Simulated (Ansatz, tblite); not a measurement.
# BMe2(CCH) (C₄H₇B): charged states by level of theory

What does removing an electron cost or gain for BMe2(CCH) (C₄H₇B)? Each charged state is run at several levels.

The runs use Ansatz 0.2.0, Gaussian basis; as each input shows.

The runs, in order: charge +1 doublet, at the geometry of the singlet (PBE0-D4/def2-TZVP, PBE-D4/def2-TZVP, r2SCAN-D4/def2-TZVP); the starting singlet's energies come from earlier runs.

**1. The relaxed structure**

The singlet was relaxed beforehand with PBE0-D4/def2-SVP.

12 atoms, charge 0, spin multiplicity 1.

Atoms are counted from 1 here; the program's logs count them from 0.

Bond lengths: B1–C2 1.570 Å, B1–C6 1.570 Å, B1–C10 1.533 Å, C2–H3 1.108 Å, C2–H4 1.100 Å, C2–H5 1.099 Å, C6–H7 1.108 Å, C6–H8 1.100 Å, C6–H9 1.099 Å, C10–C11 1.219 Å, C11–H12 1.075 Å. Angles: C2–B1–C6 121.6°, C2–B1–C10 119.2°, C6–B1–C10 119.2°, B1–C2–H3 105.5°, B1–C2–H4 113.5°, B1–C2–H5 114.3°, H3–C2–H4 106.4°, H3–C2–H5 106.2°, H4–C2–H5 110.3°, B1–C6–H7 105.5°, B1–C6–H8 113.5°, B1–C6–H9 114.3°, H7–C6–H8 106.4°, H7–C6–H9 106.2°, H8–C6–H9 110.3°, B1–C10–C11 180.0°, C10–C11–H12 180.0°.

As a file:

```
B     0.03476    0.05992   -0.00065
C     1.60403    0.03376   -0.03011
H     1.91864   -0.02792    1.03070
H     2.05037    0.95529   -0.43328
H     2.03243   -0.84682   -0.52962
C    -0.76523    1.41040    0.02043
H    -0.98134    1.64286   -1.04135
H    -0.18344    2.25852    0.41182
H    -1.73926    1.35111    0.52661
C    -0.73543   -1.26603    0.00806
C    -1.34768   -2.32059    0.01545
H    -1.88784   -3.25049    0.02193
```

**2. Charge +1 doublet at the fixed geometry, first pass, PBE0-D4/def2-SVP**

in.yaml

```yaml
crystal:
  periodic: [false, false, false]
  atoms:
    - {symbol: B, position_ang: [0.034762, 0.059925, -0.000648]}
    - {symbol: C, position_ang: [1.604033, 0.033757, -0.030113]}
    - {symbol: H, position_ang: [1.918637, -0.027921, 1.030704]}
    - {symbol: H, position_ang: [2.050369, 0.955291, -0.433278]}
    - {symbol: H, position_ang: [2.032433, -0.846816, -0.529622]}
    - {symbol: C, position_ang: [-0.765234, 1.410396, 0.020428]}
    - {symbol: H, position_ang: [-0.981344, 1.642862, -1.041347]}
    - {symbol: H, position_ang: [-0.183443, 2.258519, 0.411824]}
    - {symbol: H, position_ang: [-1.739261, 1.351109, 0.526606]}
    - {symbol: C, position_ang: [-0.735426, -1.266034, 0.008061]}
    - {symbol: C, position_ang: [-1.347680, -2.320592, 0.015452]}
    - {symbol: H, position_ang: [-1.887837, -3.250486, 0.021934]}
basis:
  gaussian: {orbitals: def2-SVP}
total_charge: 1
magnetization: {spin_polarized: true, initial_magnetization: 1}
hamiltonian: {xc: pbe0, dispersion: d4}
output: {orbitals: {seedname: orbitals}}
```

On the command line:

```bash
$ ansatz run in.yaml --threads 4 --pin off --events-out ev --progress --plain --max-ram 3916MiB
```

What it wrote:

```text
Functional definition: PBE0
  name "PBE0"
  cite "Adamo & Barone, J. Chem. Phys. 110, 6158 (1999) doi:10.1063/1.478522"
  cite "Perdew, Burke & Ernzerhof, Phys. Rev. Lett. 77, 3865 (1996) doi:10.1103/PhysRevLett.77.3865"
  parent pbe
  parameter a = 0.25
  parameter kappa = 0.804
  parameter beta = 0.06672455060314922
  exchange = (1 - a)*pbe_x(kappa = kappa, mu = beta*pi^2/3) + a*exact_x
  correlation = pbe_c(beta = beta)
1192 factors; their error is unknown
mean field evaluation 1: about -4905.3436 eV, gradient 4.9e1 eV
mean field evaluation 2: about -4890.2174 eV, gradient 6.7e1 eV
mean field evaluation 4: about -4917.3531 eV, gradient 3.3e0 eV
mean field evaluation 8: about -4917.4327 eV, gradient 1.1e-1 eV
mean field evaluation 16: about -4917.4290 eV, gradient 2.5e-3 eV
mean field -4917.42896515 eV, -180.7121813161 hartree, gradient 2.1e-5 eV, S^2 0.757150; 2 other end points of the search recorded, 0 dependent functions left out
reference -4917.42899176 eV, -180.7121822941 hartree; 18, 17 occupied and 87, 88 virtual orbitals, 1192 factors
Total energy: -4917.57859578 eV, -180.7176801404 hartree
```

Wall time 2.9 s (4 threads of Arm Neoverse V1, shared host).

From the report: HOMO -14.63 eV, LUMO -11.97 eV (over both spins); ⟨S²⟩ 0.757 (pure: 0.75).

**3. Charge +1 doublet at the fixed geometry, PBE0-D4/def2-TZVP**

start.molden holds the orbitals of an earlier run on this state, given as this run's starting guess.

in.yaml, as its differences from that of step 2:

```diff
@@ -16,3 +16,3 @@
 basis:
-  gaussian: {orbitals: def2-SVP}
+  gaussian: {orbitals: def2-TZVP, initial_orbitals: start.molden}
 total_charge: 1
@@ -20,2 +20,3 @@
 hamiltonian: {xc: pbe0, dispersion: d4}
+scf: {omitted_lower_state_checks: [starts]}
 output: {orbitals: {seedname: orbitals}}
```

The command is unchanged.

What it wrote:

```text
Functional definition: PBE0
  name "PBE0"
  cite "Adamo & Barone, J. Chem. Phys. 110, 6158 (1999) doi:10.1063/1.478522"
  cite "Perdew, Burke & Ernzerhof, Phys. Rev. Lett. 77, 3865 (1996) doi:10.1103/PhysRevLett.77.3865"
  parent pbe
  parameter a = 0.25
  parameter kappa = 0.804
  parameter beta = 0.06672455060314922
  exchange = (1 - a)*pbe_x(kappa = kappa, mu = beta*pi^2/3) + a*exact_x
  correlation = pbe_c(beta = beta)
these checks for a lower state are left out or cut short: starts
1197 factors; their error is unknown
mean field evaluation 1: about -4920.3355 eV, gradient 7.0e1 eV
mean field evaluation 2: about -4922.7357 eV, gradient 2.0e0 eV
mean field evaluation 4: about -4922.7371 eV, gradient 3.5e-1 eV
mean field evaluation 8: about -4922.7375 eV, gradient 2.2e-5 eV
mean field -4922.73748718 eV, -180.9072659026 hartree, gradient 1.5e-5 eV, S^2 0.757370; 0 other end points of the search recorded, 0 dependent functions left out
reference -4922.73751897 eV, -180.9072670709 hartree; 18, 17 occupied and 179, 180 virtual orbitals, 1197 factors
Total energy: -4922.88712299 eV, -180.9127649172 hartree
Checks for a lower state left out: starts
```

It took 5.5 s on 4 threads of Arm Neoverse V1, shared host.

From the report: HOMO -14.58 eV, LUMO -11.89 eV (over both spins); ⟨S²⟩ 0.757 (pure: 0.75).

**4. Charge +1 doublet at the fixed geometry, PBE-D4/def2-TZVP**

in.yaml, as its differences from that of step 3:

```diff
@@ -19,3 +19,3 @@
 magnetization: {spin_polarized: true, initial_magnetization: 1}
-hamiltonian: {xc: pbe0, dispersion: d4}
+hamiltonian: {xc: pbe, dispersion: d4}
 scf: {omitted_lower_state_checks: [starts]}
```

Launched as before.

What it wrote:

```text
Functional definition: PBE
  name "PBE"
  cite "Perdew, Burke & Ernzerhof, Phys. Rev. Lett. 77, 3865 (1996) doi:10.1103/PhysRevLett.77.3865"
  parent pbe
  parameter kappa = 0.804
  parameter beta = 0.06672455060314922
  exchange = pbe_x(kappa = kappa, mu = beta*pi^2/3)
  correlation = pbe_c(beta = beta)
these checks for a lower state are left out or cut short: starts
1197 factors; their error is unknown
mean field evaluation 1: about -4922.1377 eV, gradient 5.8e0 eV
mean field evaluation 2: about -4922.2628 eV, gradient 2.0e-1 eV
mean field evaluation 4: about -4922.2295 eV, gradient 7.1e-3 eV
mean field -4922.22953447 eV, -180.8885989847 hartree, gradient 7.5e-5 eV, S^2 0.752993; 0 other end points of the search recorded, 0 dependent functions left out
reference -4922.22957670 eV, -180.8886005369 hartree; 18, 17 occupied and 179, 180 virtual orbitals, 1197 factors
Total energy: -4922.40669675 eV, -180.8951095785 hartree
Checks for a lower state left out: starts
```

Run time: 2.9 s. Hardware: 4 threads of Arm Neoverse V1, shared host.

From the report: HOMO -13.41 eV, LUMO -12.59 eV (over both spins); ⟨S²⟩ 0.753 (pure: 0.75).

**5. Charge +1 doublet at the fixed geometry, r2SCAN-D4/def2-TZVP**

in.yaml, as its differences from that of step 4:

```diff
@@ -19,3 +19,3 @@
 magnetization: {spin_polarized: true, initial_magnetization: 1}
-hamiltonian: {xc: pbe, dispersion: d4}
+hamiltonian: {xc: r2scan, dispersion: d4}
 scf: {omitted_lower_state_checks: [starts]}
```

The command is unchanged.

What it wrote:

```text
Functional definition: r2SCAN
  name "r2SCAN"
  cite "Furness, Kaplan, Ning, Perdew & Sun, J. Phys. Chem. Lett. 11, 8208 (2020) doi:10.1021/acs.jpclett.0c02405"
  cite "Furness, Kaplan, Ning, Perdew & Sun, J. Phys. Chem. Lett. 11, 9248 (2020) doi:10.1021/acs.jpclett.0c03077"
  parent r2scan
  parameter k0 = 0.174
  parameter k1 = 0.065
  parameter a1 = 4.9479
  exchange = r2scan_x(k0 = k0, k1 = k1, a1 = a1)
  correlation = r2scan_c
these checks for a lower state are left out or cut short: starts
1197 factors; their error is unknown
mean field evaluation 1: about -4926.1369 eV, gradient 3.4e0 eV
mean field evaluation 2: about -4926.1812 eV, gradient 7.3e-2 eV
mean field evaluation 4: about -4926.1520 eV, gradient 1.6e-3 eV
mean field evaluation 8: about -4926.1520 eV, gradient 2.3e-5 eV
mean field -4926.15195669 eV, -181.0327453426 hartree, gradient 2.3e-5 eV, S^2 0.756462; 0 other end points of the search recorded, 0 dependent functions left out
reference -4926.15197138 eV, -181.0327458825 hartree; 18, 17 occupied and 179, 180 virtual orbitals, 1197 factors
Total energy: -4926.19787938 eV, -181.0344329705 hartree
Checks for a lower state left out: starts
```

It took 7.5 s on 4 threads of Arm Neoverse V1, shared host.

HOMO -13.71 eV, LUMO -12.46 eV (over both spins); ⟨S²⟩ 0.756 (pure: 0.75).

**6. Vertical ionisation energy**

Charged state less starting state, singlet to doublet; the starting state's energies are those of its earlier runs.

```csv
level,vertical ionisation energy (eV),time
PBE-D4/def2-TZVP,+9.61,4.5 s
r2SCAN-D4/def2-TZVP,+9.65,11 s
PBE0-D4/def2-TZVP,+9.86,8.8 s
```

Times add the two runs; a level without a time comes out of a correlated run.

Beside −ε(HOMO) of the starting state:

```csv
level,−ε(HOMO) (eV),by difference (eV),mismatch (eV)
PBE-D4/def2-TZVP,6.52,9.61,-3.10
r2SCAN-D4/def2-TZVP,6.74,9.65,-2.91
PBE0-D4/def2-TZVP,7.74,9.86,-2.12
```

**7. What came out**

| quantity | value |
| --- | --- |
| vertical ionisation energy, functionals in def2-TZVP | 9.61 (PBE-D4) to 9.86 eV (PBE0-D4) |

In words: The vertical ionisation energy spans 9.61 to 9.86 eV over the functionals. −ε(HOMO) misses the level's own difference by -2.12 eV at best (PBE0-D4) and -3.10 eV at worst (PBE-D4).
